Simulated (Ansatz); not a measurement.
# InH₃O₃: one species, many methods

How much do the methods differ for InH₃O₃? The plan is to run it at one geometry with functionals of several rungs and with coupled cluster. The yardstick is the atomisation energy at the CCSD(T) limit.

Method: functionals in def2-TZVPP, the program's frozen cores in correlated methods; program: Ansatz 0.2.0, Gaussian basis.

Levels to be run: LDA (SPW92), PBE-D4, revPBE-D4, BLYP-D4, r2SCAN-D4, B97M-V, PBE0-D4, B3LYP-D4, r2SCANh-D4, r2SCAN0-D4, HSE06-D4, BHLYP-D4, CAM-B3LYP-D4, LC-ωPBE, ωB97X-V, ωB97M-V, B2PLYP, PBE-QIDH; CCSD(T)/def2-SVP; CCSD(T)/def2-TZVPP; CCSD(T)/def2-QZVPP; extrapolation to the limit; RPA on PBE.

**1. The relaxed structure**

An earlier PBE0-D4 in a triple-zeta def2 set relaxation fixed the geometry. In takes the def2 core potential; no spin-orbit term is included.

SMILES `[OH][In]([OH])[OH]`, 7 atoms, charge 0, spin multiplicity 1.

Atoms are counted from 1 here; the program's logs count them from 0.

Bond lengths: O1–In2 1.973 Å, O1–H5 0.961 Å, In2–O3 1.973 Å, In2–O4 1.973 Å, O3–H6 0.961 Å, O4–H7 0.961 Å. Angles: In2–O1–H5 112.2°, O1–In2–O3 120.0°, O1–In2–O4 120.0°, O3–In2–O4 120.0°, In2–O3–H6 112.1°, In2–O4–H7 112.2°.

**2. LDA**

This LDA is Slater exchange with PW92 correlation.

in.yaml

```yaml
crystal:
  periodic: [false, false, false]
  atoms:
    - {symbol: O, position_ang: [-1.905633, 0.445690, -0.146566]}
    - {symbol: In, position_ang: [0.008430, -0.009966, -0.006308]}
    - {symbol: O, position_ang: [0.989115, 0.352292, 1.666424]}
    - {symbol: O, position_ang: [0.942763, -0.827666, -1.539095]}
    - {symbol: H, position_ang: [-2.245059, 0.837316, 0.662577]}
    - {symbol: H, position_ang: [1.911103, 0.087557, 1.610307]}
    - {symbol: H, position_ang: [0.360681, -0.953125, -2.293239]}
basis:
  gaussian: {orbitals: def2-TZVPP}
hamiltonian: {xc: lda}
output: {orbitals: {seedname: orbitals}}
```

Run with:

```sh
> ansatz run in.yaml --threads 2 --pin off --events-out ev --progress --plain --max-ram 32768MiB --backend cpu
```

After this run come: PBE-D4 (GGA); revPBE-D4 (GGA); BLYP-D4 (GGA); r2SCAN-D4 (meta-GGA); B97M-V (meta-GGA); B3LYP-D4 (hybrid); r2SCANh-D4 (hybrid); r2SCAN0-D4 (hybrid); HSE06-D4 (hybrid); BHLYP-D4 (hybrid); CAM-B3LYP-D4 (range-separated); LC-ωPBE (range-separated); ωB97X-V (range-separated); ωB97M-V (range-separated); B2PLYP (double hybrid); PBE-QIDH (double hybrid); CCSD(T) in def2-SVP; CCSD(T) in def2-TZVPP; CCSD(T) in def2-QZVPP; RPA on PBE orbitals.

Before running them: what should the planned runs give, taken together? Wanted: atomisation energy, CCSD(T)/CBS; farthest beyond LDA; mean size of error, GGA; mean size of error, meta-GGA; mean size of error, hybrid; mean size of error, range-separated; mean size of error, double hybrid; gap, smallest and largest; T1 diagnostic.

**Answer**, as computed:

```
                               quantity                                  value
        atomisation energy, CCSD(T)/CBS                          2334.2 kJ/mol
 functionals within 23.3 kJ/mol (1.0 %)                                 PBE-D4
                    farthest beyond LDA               BHLYP-D4 (-215.8 kJ/mol)
                mean size of error, GGA                            44.0 kJ/mol
           mean size of error, meta-GGA                            50.1 kJ/mol
             mean size of error, hybrid                           116.5 kJ/mol
    mean size of error, range-separated                            42.5 kJ/mol
      mean size of error, double hybrid                            87.3 kJ/mol
              gap, smallest and largest  4.06 eV (BLYP-D4), 12.00 eV (LC-ωPBE)
                          T1 diagnostic                                 0.0173
triples share of the correlation energy                                  3.5 %
```

The LDA atomisation energy is off by 387.1 kJ/mol (17 %): it overbinds. PBE-D4 is off by +10.7 kJ/mol. Double hybrids carry the basis error of their MP2 part in triple zeta, and no dispersion term here, so their miss is partly the set-up's. By mean error the best rung here is range-separated (42.5 kJ/mol) and the worst beyond LDA is hybrid (116.5 kJ/mol). The gap between the best rungs is small, so their order is not settled. The mean of the hybrids holds BHLYP, with half exact exchange. Misses under about 23.3 kJ/mol are within the doubt on the reference itself, which lacks core-valence correlation, spin-orbit coupling and higher excitations, and its outer-core shells are covered unevenly. All levels share the lack of spin-orbit coupling, which lowers the free heavy atoms and so the true binding. Hartree-Fock recovers 60 % of the binding; the rest is correlation. CCSD(T) in def2-SVP is off by -256.7 kJ/mol, worse than the median functional, from the basis alone. The gap grows from 4.1 to 12.0 eV across the functionals, mostly with the share of exact exchange. Correlated methods include outer-core shells of In, which these sets cover unevenly.
